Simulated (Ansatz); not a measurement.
What does this script print? It uses the Python package of Ansatz (0.2.0).

Script `h4ssisn_adiabatic.py`:
```python
"""Vertical and adiabatic ionisation of H4SSiSn."""

import itertools

import ansatz as az
from ase.data import atomic_numbers, covalent_radii
import numpy as np

BASIS_SET = "def2-SVP"
XC = "cam_b3lyp"
CHARGE = 1


def main() -> None:
    geometry = (
        az.Crystal.molecule()
        .atom("Si", (-0.9064, -0.0769, -0.8098))
        .atom("S", (-0.3016, -1.7927, 0.1823))
        .atom("Sn", (0.913, 0.2417, 0.752))
        .atom("H", (-2.1674, 0.4839, -0.3235))
        .atom("H", (-0.5677, -0.007, -2.2581))
        .atom("H", (0.5232, 0.8338, 2.3623))
        .atom("H", (2.5682, 0.2493, 0.0492))
    )

    setup = (
        geometry.calculation()
        .basis(gaussian=BASIS_SET)
        .functional(XC)
    )
    symbols = [site.symbol for site in geometry.cartesian_sites]
    start = np.array([site.position_ang for site in geometry.cartesian_sites], dtype=float)
    report = setup.relax(force_tolerance=0.01, max_steps=100).run(threads=1).report
    end = np.array(report["positions_ang"])

    minimum = az.Crystal.molecule()
    for symbol, place in zip(symbols, end):
        minimum = minimum.atom(symbol, place.tolist())
    ion = (
        minimum.calculation()
        .basis(gaussian=BASIS_SET)
        .functional(XC)
        .charge(CHARGE)
        .spin("collinear", total=1)
    )
    vertical = ion.run(threads=1).report
    settled = ion.relax(force_tolerance=0.01, max_steps=80).run(threads=1).report
    print(f"vertical ionisation energy   {vertical['free_energy_ev'] - report['free_energy_ev']:.3f} eV")
    print(f"adiabatic, no zero point     {settled['free_energy_ev'] - report['free_energy_ev']:.3f} eV")
    print(f"relaxation energy of the ion {vertical['free_energy_ev'] - settled['free_energy_ev']:.3f} eV")
    ionised = np.array(settled["positions_ang"])
    # pairs closer than 1.2 times the sum of covalent radii, before or after
    radius = [covalent_radii[atomic_numbers[s]] for s in symbols]
    span = lambda where, i, j: np.linalg.norm(where[i] - where[j])
    bonded = [(i, j) for i, j in itertools.combinations(range(len(symbols)), 2) if min(span(end, i, j), span(ionised, i, j)) < 1.2 * (radius[i] + radius[j])]
    print("pair        before    after (A)")
    for i, j in bonded:
        print(f"{symbols[i]}{i}-{symbols[j]}{j}".ljust(10), f"{span(end, i, j):8.4f} {span(ionised, i, j):8.4f}")
    for first, second in list(itertools.combinations(bonded, 2)):
        shared = set(first) & set(second)
        if shared and symbols[(j := shared.pop())] != "H":
            i, k = sorted((set(first) | set(second)) - {j})
            u, v = ionised[i] - ionised[j], ionised[k] - ionised[j]
            angle = np.degrees(np.arccos(np.clip(u @ v / np.linalg.norm(u) / np.linalg.norm(v), -1, 1)))
            print(f"final angle {symbols[i]}{i}-{symbols[j]}{j}-{symbols[k]}{k}: {angle:.2f} deg")


if __name__ == "__main__":
    main()
```

Running `python h4ssisn_adiabatic.py` prints:
```text
vertical ionisation energy   8.820 eV
adiabatic, no zero point     8.340 eV
relaxation energy of the ion 0.480 eV
pair        before    after (A)
Si0-S1       2.1265   2.0932
Si0-Sn2      2.4863   2.7757
Si0-H3       1.4843   1.4754
Si0-H4       1.4842   1.4754
S1-Sn2       2.5265   2.4661
Sn2-H5       1.7027   1.6874
Sn2-H6       1.7028   1.6874
final angle S1-Si0-Sn2: 58.89 deg
final angle S1-Si0-H3: 119.57 deg
final angle S1-Si0-H4: 119.57 deg
final angle Si0-S1-Sn2: 74.50 deg
final angle Sn2-Si0-H3: 112.50 deg
final angle Sn2-Si0-H4: 112.68 deg
final angle Si0-Sn2-S1: 46.61 deg
final angle Si0-Sn2-H5: 115.63 deg
final angle Si0-Sn2-H6: 115.76 deg
final angle H3-Si0-H4: 117.87 deg
final angle S1-Sn2-H5: 112.96 deg
final angle S1-Sn2-H6: 112.92 deg
final angle H5-Sn2-H6: 126.30 deg
```

What to keep in mind:
- The energies are electronic: no zero-point or thermal terms, and the basis set is short of its limit. The product may relax into another structure. Each relaxation finds its nearest minimum, which needn't be the lowest.
- def2 sets replace the cores of elements past krypton by effective core potentials.
- Finished in 120 s on 1 thread of Arm Neoverse V1, with other jobs on the host, peak memory 0.39 GiB.
